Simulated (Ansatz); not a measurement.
# GdO (F-43m) in Ansatz: a series of runs

Runs on GdO. Level: PBEsol+U. Tasks: projected density of states.

Everything below comes from runs of Ansatz 0.2.0. Logs are shortened: lines on timing, memory, paths and dates and some standing lists are left out, and cuts for length are marked.

## (1) The structure

The structure is cubic, space group F-43m (No. 216). Conventional cell: a = 5.400 Å, b = 5.400 Å, c = 5.400 Å, α = 90.00°, β = 90.00°, γ = 90.00°. Gd (site symmetry -43m) is surrounded by 4 O at 2.34 Å. O (site symmetry -43m) has 4 Gd at 2.34 Å as nearest neighbours.

## (2) Projected density of states, PBEsol+U, collinear spin, ferromagnetic start

input.yaml

```yaml
crystal:
  lattice:
    - [0.0, 2.7, 2.7]
    - [2.7, 0.0, 2.7]
    - [2.7, 2.7, 0.0]
  atoms:
    - { symbol: Gd, position: [0.0, 0.0, 0.0], spin: 7.0 }
    - { symbol: O, position: [0.75, 0.75, 0.75] }
hamiltonian:
  xc: pbesol
  pseudopotentials: { kind: paw }
  hubbard: { sites: [{ species: Gd, l: f, u_eff: 3.0 }] }
magnetization:
  spin_polarized: true
kpoints:
  mp_grid: { grid: [9, 9, 9] }
scf:
  occupations: { method: fermi_dirac, width: 0.05 }
  n_extra_bands: 6
output:
  forces: true
  stress: true
  eigenvalues: true
  dos: { projected: true, de: 0.05, nscf_kmesh: { grid: [14, 14, 14] } }
```

Potentials or basis: Ansatz PAW.

Run with:

```sh
ansatz run input.yaml --threads 2 --pin off --max-ram 5632MiB --backend cpu --events-out ev --progress --plain --runs-dir out
```

Log:

```text
Warning: the band count 18 (scf.n_extra_bands) hosts the net moment |M| = 7.0000 μB (N_el = 24) but caps the reachable moment at 2·n_bands − N_el = 12.0000 μB, below the 20 bands that the automatic rule leaves for it — a moment growing past the seed, or the majority channel's smearing tail, pins there with fewer empty majority states than that count leaves; raise or omit scf.n_extra_bands unless the cap is intended
Warning: RAYON_NUM_THREADS=2 ignored (pool sized by the plan → 2); use --threads N
Gd: projections on atomic orbitals take those of the free atom [Kr 4d10] 4f7 5s2 5p6 5d1 6s2, of charge +0.00 (hamiltonian.pseudopotentials.projection_atoms); the dataset's partial waves leave at most 2.5e-4 of an orbital's norm unspanned inside its sphere
O: projections on atomic orbitals take those of the free atom [He] 2s2 2p4, of charge +0.00 (hamiltonian.pseudopotentials.projection_atoms); the dataset's partial waves leave at most 1.9e-8 of an orbital's norm unspanned inside its sphere
scf.n_extra_bands = 6 over 12 filled bands (N_el = 24.0): the run solves 18 bands
Engine: ansatz 0.2.0, x86_64-unknown-linux-gnu
Pseudopotentials: kind: paw
Pseudopotential: Gd, paw, valence charge 18, recommended cutoff 420 eV (normal), Gd.paw.azcp
Pseudopotential: O, paw, valence charge 6, recommended cutoff 420 eV (normal), O.paw.azcp
Functional definition: PBEsol
  exchange = pbesol_x
  correlation = pbesol_c
Crystal: 2 atoms, lattice volume = 39.366 Å³
Basis set: ecut = 420 eV, 749 PW (Γ), exchange–correlation on 54×54×54 points (8 copies of the dense FFT grid, shifted against one another)
Bands: 18, of which v1, the nominal top of the filled ones, is band 12 counted from 1 (11 counted from 0)
Symmetry: 24 space group operations
Space group: F-43m (ITA 216), of the structure as read, at distance tolerance 3.4e-5 Å
Magnetic group: BNS 216.74 (UNI 1576), of the structure as read, at distance tolerance 3.4e-5 Å
k-points: 35 of 729 (time reversal used)
Non-local potential: Gd, projectors of the file, l = 0: 3, l = 1: 2, l = 2: 2, l = 3: 3
Non-local potential: O, projectors of the file, l = 0: 2, l = 1: 2, l = 2: 1
PAW form: soft (Blöchl's): semilocal exchange-correlation on the pseudo side does not see the compensation charge
PAW frozen core: Gd, regenerated for the run's functional, and the local potential with it (the file was generated under x = pbe(κ = 0.804, μ = 0.2195149727645171), c = pbe(β = 0.06672455060314922))
PAW frozen core: O, regenerated for the run's functional, and the local potential with it (the file was generated under x = pbe(κ = 0.804, μ = 0.2195149727645171), c = pbe(β = 0.06672455060314922))
PAW one-centre angular grid: Gd, 590 points (default); XC on 64 Gauss nodes
PAW one-centre angular grid: O, 110 points (default); XC on 64 Gauss nodes
Initial density: superposition of atomic densities (chi_scale 0.1, normalization cell, long waves kept (reshape's long-wave potential 0.00 eV rms))
Starting moments: Σ|m| = 7 μB on 1 of 2 sites
Initial wavefunctions: pseudopotential atomic-orbital guess
Functional: x = pbesol(κ = 0.804, μ = 0.12345679012345678), c = pbesol(β = 0.046)
[... 10 lines left out ...]
SCF iter   8: F=—  HF=-9791.549851 eV  |F-HF|=—  |Δ(HF+E_count)|=   5.74e-3  Δρ=4.33e-4 (↑3.85e-4 ↓4.33e-4)  dr2=9.70e-5  dr2_m=4.53e-5  M=7.854 μB ∫|m|=7.863 μB  β_m=0.95  ethr=5.59e-6  ⟨swp⟩=2.0  Hψ=2483  notcnv=0  defer=3
SCF iter   9: F=—  HF=-9791.550230 eV  |F-HF|=—  |Δ(HF+E_count)|=   3.80e-4  Δρ=9.71e-5 (↑6.12e-5 ↓9.71e-5)  dr2=1.42e-5  dr2_m=3.40e-7  M=7.847 μB ∫|m|=7.857 μB  β_m=0.98  ethr=4.04e-7  ⟨swp⟩=2.3  Hψ=1931  notcnv=0  defer=5
SCF iter  10: F=—  HF=-9791.550244 eV  |F-HF|=—  |Δ(HF+E_count)|=   1.32e-5  Δρ=5.12e-5 (↑1.80e-5 ↓5.12e-5)  dr2=1.78e-6  dr2_m=2.90e-7  M=7.846 μB ∫|m|=7.857 μB  β_m=0.99  ethr=5.93e-8  ⟨swp⟩=2.2  Hψ=1541  notcnv=0  defer=5
SCF iter  11: F=—  HF=-9791.550246 eV  |F-HF|=—  |Δ(HF+E_count)|=   2.27e-6  Δρ=1.95e-5 (↑1.18e-5 ↓1.95e-5)  dr2=3.74e-7  dr2_m=8.82e-9  M=7.846 μB ∫|m|=7.857 μB  β_m=0.91  ethr=7.43e-9  ⟨swp⟩=2.5  Hψ=2004  notcnv=0  defer=5
SCF iter  12: F=-9791.550246 eV  HF=-9791.550246 eV  |F-HF|=1.36e-9  |Δ(HF+E_count)|=   4.48e-9  Δρ=8.20e-6 (↑4.40e-6 ↓8.20e-6)  dr2=2.60e-8  dr2_m=7.76e-9  M=7.846 μB ∫|m|=7.857 μB  ethr=4.17e-10  ⟨swp⟩=4.0  Hψ=5222  notcnv=0
SCF 1 converged in 12 iterations: F = -9791.550246 eV  dr2 = 2.60e-8
NSCF: frozen V_eff on 104 k-points
SCF converged after 12 iterations
Magnetization: 7.8459 μB (15.9230 up, 8.0770 down)
Absolute magnetization: 7.8569 μB (∫|ρ↑−ρ↓|, with the PAW one-centre terms)
Spin contamination: 0.0102 ħ² per cell (⟨S²⟩ above its minimum at these occupations)
Per-site moments (μB) at R_I (Å): [(6.9871834217481865, 0.9645357934649184), (0.007140498942095352, 0.9645357934649184)]
Free energy (F): -9791.550246 eV
Harris-Foulkes:  -9791.550246 eV  (|F-HF|=1.36e-9)
Internal energy: -9791.542854 eV  (E = F + TS)
E sigma→0 (E₀):  -9791.546550 eV
Entropy (-TS):   -0.007392 eV (-3.696 meV/atom)
Fermi energy:    12.391319 eV
--- Per-component energies (eV) ---
  E_band       = -43.805506
  E_kinetic    = 578.734515
  E_local      = -2484.426306  (includes V_loc(G=0)·N_el)
  E_nonlocal   = 337.506070
  E_hartree    = 1010.774116
  E_xc         = -305.554548
  E_vxc        = -347.233017  (∫ρ·V_xc dr)
  E_hubbard    = 0.082514  (on-site DFT+U / exact-exchange correction)
  E_vhub       = -10.399913  (the Hubbard potential's part of the band-sum identity)
  E_paw        = -6497.726592  (= ΣΔE_a)
  E_vpaw       = -139.528316  (= ΣTr[D̂ρ^β])
  E_aug_tail   = 0.002406  (compensation charges beyond the density's cutoff)
  E_ewald      = -2431.631488
  E_core_change = 0.696459  (= ΣΔE_core)
  E_smearing   = -0.007392  (= −TS)
  E_closure    = 0.000000  (closes the sum)
  Σ components = -9791.550246   (vs F -9791.550246, Δ=0.00e0)
--- Forces (eV/Å), atoms counted from 1 ---
  atom   1  Gd    -0.00000000     0.00000000     0.00000000
  atom   2  O      0.00000000    -0.00000000     0.00000000
  max |Σ_I F_I| component: 6.94e-17 eV/Å
--- Stress (GPa, compression-positive) ---
       -4.290610       0.000000      -0.000000
        0.000000      -4.290610      -0.000000
       -0.000000      -0.000000      -4.290610
  P = ⅓ Tr σ = -4.2906 GPa (-42.906 kbar)
--- Band table (eV; the first three rows and the last of 70) ---
  k-point 0 ↑: bands = ["-33.5503", "-10.7760", "-10.7760", "-10.7760", "-7.0160", "5.1822", "5.1822", "5.1822", "5.3791", "5.4323", "5.4323", "5.4323", "6.7783", "6.7783", "6.7783", "9.9693", "14.6760", "14.6760"]
  k-point 1 ↑: bands = ["-33.5460", "-10.8969", "-10.7850", "-10.7850", "-6.9042", "5.1854", "5.1909", "5.1909", "5.3921", "5.4191", "5.4191", "5.4327", "6.6456", "6.8399", "6.8399", "10.4568", "14.4683", "14.4683"]
  k-point 2 ↑: bands = ["-33.5351", "-11.1726", "-10.8078", "-10.8078", "-6.6581", "5.2036", "5.2102", "5.2102", "5.3960", "5.3960", "5.4146", "5.4336", "6.5256", "6.9764", "6.9764", "11.4879", "14.2230", "14.2230"]
  k-point 34 ↓: bands = ["-30.3210", "-9.8226", "-8.7400", "-8.6005", "-5.3536", "6.9592", "7.2550", "7.8612", "13.1147", "13.3081", "13.5706", "13.5823", "13.6838", "13.7100", "13.7594", "13.9237", "14.2100", "16.5701"]
Occupation matrices written to <dir>
```

dos.tsv:

```text
# E-E_F[eV]	g_bin_mean(E)[states/eV]	N(E)	g_bin_mean_up(E)	g_bin_mean_dn(E)	N_up(E)	N_dn(E)
# format = ansatz-dos/2
# fermi_ev = 12.401398
# fermi_mp_grid = 14 14 14
# fermi_mp_shift = 0 0 0
# nscf_kmesh_grid = 14 14 14
# nscf_kmesh_shift = 0 0 0
# tetrahedron_fermi_ev = 12.361697
# g_bin_mean(E): the states in a bin one row spacing wide, centred on E, divided by that spacing. States that the method places at a single energy (under output.dos.method: tetrahedron, those of a tetrahedron whose four corners have one energy) are counted whole in the row whose bin holds that energy (on the edge of two bins, in the lower row). The sum of g_bin_mean over a run of rows, times the row spacing, is the number of states from half a spacing under the first of them to half a spacing over the last (a plain sum, not the trapezoid rule).
-46.451705	0.000000e0	0.000000e0	0.000000e0	0.000000e0	0.000000e0	0.000000e0
-46.401705	0.000000e0	0.000000e0	0.000000e0	0.000000e0	0.000000e0	0.000000e0
-46.351705	0.000000e0	0.000000e0	0.000000e0	0.000000e0	0.000000e0	0.000000e0
-46.301705	0.000000e0	0.000000e0	0.000000e0	0.000000e0	0.000000e0	0.000000e0
-46.251705	0.000000e0	0.000000e0	0.000000e0	0.000000e0	0.000000e0	0.000000e0
-46.201705	0.000000e0	0.000000e0	0.000000e0	0.000000e0	0.000000e0	0.000000e0
[... 1036 lines left out ...]
5.648295	0.000000e0	3.600000e1	0.000000e0	0.000000e0	1.800000e1	1.800000e1
5.698295	0.000000e0	3.600000e1	0.000000e0	0.000000e0	1.800000e1	1.800000e1
```

It took 8.9 s on 2 threads of AMD EPYC 7R43 (Zen 3), shared host; peak memory 0.46 GiB.

What came out:

| Property | Result |
| --- | --- |
| Free energy | -9791.5502 eV |
| Pressure | -4.3 GPa |
| Band gap on the k mesh | none (metal or under the smearing width) |
| Net moment | 7.85 μB per cell |
| Absolute moment | 7.86 μB per cell |
| Site moments | Gd +6.99; O +0.01 μB |
| Density of states at the Fermi level | 0.87 states/eV per cell |

States per cell in windows of 0.5 eV (zero at the Fermi level; states under -8 eV left out):
```tsv
from (eV)	up	down	Gd 4f up	Gd 4f down	Gd 5d up	Gd 5d down	O 2p down	O 2p up
-8.0	0.00	0.00	0.00	0.00	0.00	0.00	0.00	0.00
-7.5	7.00	0.00	6.76	0.00	0.03	0.00	0.00	0.19
-7.0	0.00	0.00	0.00	0.00	0.00	0.00	0.00	0.00
-6.5	0.22	0.10	0.03	0.00	0.05	0.02	0.07	0.11
-6.0	0.85	0.73	0.07	0.01	0.18	0.13	0.54	0.53
-5.5	1.28	1.44	0.09	0.02	0.23	0.22	1.15	0.92
-5.0	0.65	0.72	0.03	0.01	0.06	0.06	0.62	0.54
-4.5	0.00	0.00	0.00	0.00	0.00	0.00	0.00	0.00
-4.0	0.00	0.00	0.00	0.00	0.00	0.00	0.00	0.00
-3.5	0.00	0.00	0.00	0.00	0.00	0.00	0.00	0.00
-3.0	0.00	0.00	0.00	0.00	0.00	0.00	0.00	0.00
-2.5	0.01	0.00	0.00	0.00	0.00	0.00	0.00	0.00
-2.0	0.02	0.00	0.00	0.00	0.00	0.00	0.00	0.00
-1.5	0.18	0.01	0.00	0.00	0.13	0.00	0.00	0.01
-1.0	0.36	0.02	0.00	0.00	0.25	0.00	0.00	0.03
-0.5	0.44	0.05	0.00	0.01	0.21	0.00	0.00	0.08
0.0	0.03	0.15	0.00	0.06	0.02	0.02	0.01	0.00
0.5	0.60	1.62	0.00	0.91	0.45	0.55	0.04	0.11
1.0	0.29	5.45	0.00	5.28	0.26	0.12	0.02	0.02
1.5	0.21	0.78	0.00	0.40	0.19	0.26	0.06	0.01
2.0	0.45	0.70	0.00	0.20	0.41	0.35	0.08	0.03
2.5	0.30	0.21	0.00	0.02	0.28	0.18	0.01	0.01
3.0	0.11	0.39	0.00	0.02	0.11	0.35	0.02	0.00
3.5	0.01	0.36	0.00	0.01	0.01	0.32	0.02	0.00
4.0	0.00	0.21	0.00	0.00	0.00	0.20	0.01	0.00
4.5	0.00	0.05	0.00	0.00	0.00	0.05	0.00	0.00
5.0	0.00	0.00	0.00	0.00	0.00	0.00	0.00	0.00
5.5	0.00	0.00	0.00	0.00	0.00	0.00	0.00	0.00
6.0	0.00	0.00	0.00	0.00	0.00	0.00	0.00	0.00
6.5	0.00	0.00	0.00	0.00	0.00	0.00	0.00	0.00
7.0	0.00	0.00	0.00	0.00	0.00	0.00	0.00	0.00
7.5	0.00	0.00	0.00	0.00	0.00	0.00	0.00	0.00
```

Eigenvalues of the final occupation matrices:
```
  site  spin  trace                         eigenvalues
site 1     1   6.99  1.00 1.00 1.00 1.00 1.00 1.00 1.00
site 1     2   0.05  0.00 0.00 0.00 0.00 0.00 0.00 0.02
```

Caveat: the magnetic or orbital state may not be the lowest; the pressure holds a Pulay correction of +0.3 GPa for the finite cutoff; spin-orbit coupling is left out, which moves the levels of the heavy elements; a cell with one magnetic atom can't hold antiferromagnetic order, which such compounds often take; the PAW data sets come from PBE, with cores solved anew for the run's functional, which leaves a small shift of forces and pressure.

## (3) Projected density of states, PBEsol+U, collinear spin, ferromagnetic start

Edit input.yaml of step 2 so:

```diff
@@ -11,3 +11,3 @@
   pseudopotentials: { kind: paw }
-  hubbard: { sites: [{ species: Gd, l: f, u_eff: 3.0 }] }
+  hubbard: { sites: [{ species: Gd, l: f, u_eff: 4.0 }] }
 magnetization:
```

Potentials or basis: Ansatz PAW.

Run with:

```sh
ansatz run input.yaml --threads 2 --pin off --max-ram 5632MiB --backend cpu --events-out ev --progress --plain --runs-dir out
```

Wall time 9.9 s (2 threads of AMD EPYC 7R43 (Zen 3), shared host); peak memory 0.45 GiB.

It converged, with:

* Free energy: -9791.5257 eV
* Pressure: -4.2 GPa
* Band gap on the k mesh: none (metal or under the smearing width)
* Net moment: 7.88 μB per cell
* Absolute moment: 7.89 μB per cell
* Site moments: Gd +7.00; O +0.01 μB
* Density of states at the Fermi level: 0.67 states/eV per cell

Levels at points of the mesh, in eV from the Fermi level:
Spin up:
```
           k point  band 13  band 14  band 15  band 16  band 17  band 18
(0.00, 0.00, 0.00)    -5.66    -5.66    -5.66    -2.45     2.26     2.26
```
Spin down:
| k point | band 6 | band 7 | band 8 | band 9 | band 10 | band 11 |
| --- | --- | --- | --- | --- | --- | --- |
| (0.00, 0.00, 0.00) | -5.58 | -5.58 | -5.58 | -1.23 | 1.63 | 1.63 |

States per cell in windows of 0.5 eV (zero at the Fermi level; states under -8 eV left out):
| from (eV) | up | down | Gd 4f up | Gd 4f down | Gd 5d up | Gd 5d down | O 2p down | O 2p up |
| --- | --- | --- | --- | --- | --- | --- | --- | --- |
| -8.0 | 7.00 | 0.00 | 6.86 | 0.00 | 0.02 | 0.00 | 0.00 | 0.11 |
| -7.5 | 0.00 | 0.00 | 0.00 | 0.00 | 0.00 | 0.00 | 0.00 | 0.00 |
| -7.0 | 0.00 | 0.00 | 0.00 | 0.00 | 0.00 | 0.00 | 0.00 | 0.00 |
| -6.5 | 0.24 | 0.07 | 0.02 | 0.00 | 0.06 | 0.02 | 0.04 | 0.14 |
| -6.0 | 0.81 | 0.66 | 0.04 | 0.01 | 0.18 | 0.12 | 0.48 | 0.53 |
| -5.5 | 1.28 | 1.45 | 0.05 | 0.02 | 0.23 | 0.23 | 1.14 | 0.95 |
| -5.0 | 0.67 | 0.83 | 0.02 | 0.01 | 0.06 | 0.07 | 0.72 | 0.56 |
| -4.5 | 0.00 | 0.00 | 0.00 | 0.00 | 0.00 | 0.00 | 0.00 | 0.00 |
| -4.0 | 0.00 | 0.00 | 0.00 | 0.00 | 0.00 | 0.00 | 0.00 | 0.00 |
| -3.5 | 0.00 | 0.00 | 0.00 | 0.00 | 0.00 | 0.00 | 0.00 | 0.00 |
| -3.0 | 0.00 | 0.00 | 0.00 | 0.00 | 0.00 | 0.00 | 0.00 | 0.00 |
| -2.5 | 0.01 | 0.00 | 0.00 | 0.00 | 0.00 | 0.00 | 0.00 | 0.00 |
| -2.0 | 0.02 | 0.00 | 0.00 | 0.00 | 0.00 | 0.00 | 0.00 | 0.00 |
| -1.5 | 0.16 | 0.00 | 0.00 | 0.00 | 0.12 | 0.00 | 0.00 | 0.01 |
| -1.0 | 0.36 | 0.02 | 0.00 | 0.00 | 0.25 | 0.00 | 0.00 | 0.03 |
| -0.5 | 0.45 | 0.04 | 0.00 | 0.01 | 0.22 | 0.00 | 0.00 | 0.08 |
| 0.0 | 0.02 | 0.07 | 0.00 | 0.02 | 0.01 | 0.01 | 0.01 | 0.00 |
| 0.5 | 0.59 | 0.87 | 0.00 | 0.21 | 0.44 | 0.48 | 0.03 | 0.11 |
| 1.0 | 0.31 | 0.95 | 0.00 | 0.59 | 0.27 | 0.29 | 0.04 | 0.03 |
| 1.5 | 0.20 | 5.54 | 0.00 | 5.35 | 0.18 | 0.14 | 0.02 | 0.01 |
| 2.0 | 0.45 | 1.15 | 0.00 | 0.63 | 0.41 | 0.34 | 0.09 | 0.03 |
| 2.5 | 0.31 | 0.32 | 0.00 | 0.07 | 0.28 | 0.22 | 0.02 | 0.01 |
| 3.0 | 0.12 | 0.37 | 0.00 | 0.02 | 0.11 | 0.31 | 0.02 | 0.00 |
| 3.5 | 0.01 | 0.38 | 0.00 | 0.01 | 0.01 | 0.34 | 0.02 | 0.00 |
| 4.0 | 0.00 | 0.23 | 0.00 | 0.00 | 0.00 | 0.21 | 0.01 | 0.00 |
| 4.5 | 0.00 | 0.06 | 0.00 | 0.00 | 0.00 | 0.06 | 0.00 | 0.00 |
| 5.0 | 0.00 | 0.00 | 0.00 | 0.00 | 0.00 | 0.00 | 0.00 | 0.00 |
| 5.5 | 0.00 | 0.00 | 0.00 | 0.00 | 0.00 | 0.00 | 0.00 | 0.00 |
| 6.0 | 0.00 | 0.00 | 0.00 | 0.00 | 0.00 | 0.00 | 0.00 | 0.00 |
| 6.5 | 0.00 | 0.00 | 0.00 | 0.00 | 0.00 | 0.00 | 0.00 | 0.00 |
| 7.0 | 0.00 | 0.00 | 0.00 | 0.00 | 0.00 | 0.00 | 0.00 | 0.00 |
| 7.5 | 0.00 | 0.00 | 0.00 | 0.00 | 0.00 | 0.00 | 0.00 | 0.00 |

Eigenvalues of the final occupation matrices:
```
  site  spin  trace                         eigenvalues
site 1     1   6.99  1.00 1.00 1.00 1.00 1.00 1.00 1.00
site 1     2   0.04  0.00 0.00 0.00 0.00 0.00 0.00 0.02
```

Caveat: the magnetic or orbital state may not be the lowest; the pressure holds a Pulay correction of +0.3 GPa for the finite cutoff; spin-orbit coupling is left out, which moves the levels of the heavy elements; a cell with one magnetic atom can't hold antiferromagnetic order, which such compounds often take; the PAW data sets come from PBE, with cores solved anew for the run's functional, which leaves a small shift of forces and pressure. The state reached can hang on the start; a lower one may exist.

(Part 1 of 3 ends here.)
